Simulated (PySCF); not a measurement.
# trans-Hf(PH3)2Br4: geometry, NMR shifts and electronic excitations

What NMR shifts and electronic excitations should trans-Hf(PH3)2Br4 (`[PH3]->[Hf](<-[PH3])([Br])([Br])([Br])[Br]`) show?

Computed with PySCF 2.14.0, with density-fitted response routines of our own, on a single molecule in the gas phase. Atoms count from 0, in the outputs and in this text.

### Step 1. The molecule as given

13 atoms, charge 0, multiplicity 1; geometry from: GFN2-xTB. The atoms were then displaced at random by about 0.03 Å, so the start is not that level's minimum.

Bonds of the start (Å): Hf0–P1 2.86, Hf0–P5 2.90, Hf0–Br9 2.51, Hf0–Br10 2.65, Hf0–Br11 2.64, Hf0–Br12 2.44, P1–H2 1.36, P1–H3 1.44, P1–H4 1.36, P5–H6 1.41, P5–H7 1.35, P5–H8 1.36.

### Step 2. Geometry optimisation at PBE0-D3(BJ)/def2-SVP

Job settings and geometry (Å):

```
{"job": {"xc": "PBE0", "basis": "def2-SVP", "d3": "d3bj", "grid": 1, "maxiter": 40, "shake": 0.03, "kind": "geom"}, "charge": 0, "multiplicity": 1}
Hf     0.094170    -0.047640     0.009800
P     -0.159050    -0.048340     2.860930
H      0.504160     0.988350     3.438170
H      0.764760    -1.027120     3.375460
H     -1.096920    -0.141020     3.845080
P      0.108060     0.045210    -2.884110
H      1.057470     0.104760    -3.920640
H     -0.699060     0.988260    -3.425150
H     -0.564890    -1.038870    -3.346020
Br     2.475660     0.230550     0.766250
Br    -2.469710    -0.197630    -0.624940
Br    -0.162000     2.577630    -0.009850
Br     0.177970    -2.486260    -0.062790
```

Command:

```bash
$ OMP_NUM_THREADS=1 python probes_run.py task.json out
```

One launch serves the whole session: the jobs run in the order shown.

**Question.** This job is followed by: GIAO PBE0/pcSseg-1 Hf:def2-TZVP NMR shielding, non-relativistic, gas phase; TDDFT B3LYP/def2-SVPD, vertical, gas phase, core orbitals frozen in the response; GIAO KT2/pcSseg-1 Hf:def2-TZVP NMR shielding, non-relativistic, gas phase. Predict these results of the whole session: point group; rotational constants (main isotopes); 1H shifts against TMS (PBE0/def2-TZVP+pcSseg-1, means over atoms taken as alike); 31P shifts against H3PO4 (PBE0/def2-TZVP+pcSseg-1, means over atoms taken as alike); 79Br shifts against HBr (PBE0/def2-TZVP+pcSseg-1, means over atoms taken as alike); surface potential, 1st and 99th percentile; lowest singlet (B3LYP/def2-SVPD); brightest single state of those computed; lowest triplet; vertical ionisation energy (ΔSCF); vertical electron affinity (ΔSCF); range of the shift of Br9.

The runs gave:

| quantity | value |
| --- | --- |
| point group | C1 |
| rotational constants (main isotopes) | 0.32, 0.31, 0.25 GHz |
| 1H shifts against TMS (PBE0/def2-TZVP+pcSseg-1, means over atoms taken as alike) | 4.04 ppm |
| 31P shifts against H3PO4 (PBE0/def2-TZVP+pcSseg-1, means over atoms taken as alike) | -190.6 ppm |
| 79Br shifts against HBr (PBE0/def2-TZVP+pcSseg-1, means over atoms taken as alike) | 858 ppm |
| surface potential, 1st and 99th percentile | -0.96 V and 1.43 V |
| lowest singlet (B3LYP/def2-SVPD) | 3.54 eV (350 nm), f = 0.001 |
| brightest single state of those computed | state 9, 4.34 eV, f = 0.037 |
| lowest triplet | 3.45 eV |
| vertical ionisation energy (ΔSCF) | 8.87 eV |
| vertical electron affinity (ΔSCF) | 1.21 eV |
| range of the shift of Br9 | 858 to 983 ppm |

**Reading.** The start was shaken at random, so part of the energy gained undoes that. Over 22 steps the energy fell by 0.713 eV; of the close pairs, Hf0–P5 changed most, 2.895 to 2.775 Å. At PBE0/def2-TZVP+pcSseg-1: The widest tensor belongs to Br9, Br10, Br11, Br12: span 1077 ppm, with a paramagnetic part of -1399 ppm. At PBE0/def2-TZVP+pcSseg-1, counted by nearest atom on the grid, the HOMO lies on Br9, Br11, Br12 about 27 % each; Br10 20 %, the LUMO on Hf0 55 %; Br11, Br12 about 11 % each. The lowest singlet, at 3.54 eV, is HOMO→LUMO 0.99 and is weak; of the 10 states computed, the strongest absorption comes from states 9 to 10 together at 4.34 eV (the last computed, so partners may be missing). The lowest triplet lies 0.09 eV below the lowest singlet (triplets in Tamm-Dancoff, singlets in full TDDFT). Spin-orbit coupling, left out, mixes singlets and triplets in elements this heavy. ΔSCF puts the ionisation energy at 8.87 eV, 1.70 eV above −ε(HOMO). Across the 2 runs the shift of Br9 (with its like atoms) moves most, between 858 (PBE0/def2-TZVP+pcSseg-1) and 983 ppm (KT2/def2-TZVP+pcSseg-1). Spin-orbit coupling is left out, which matters for shieldings and couplings at and beside the heavy atoms.
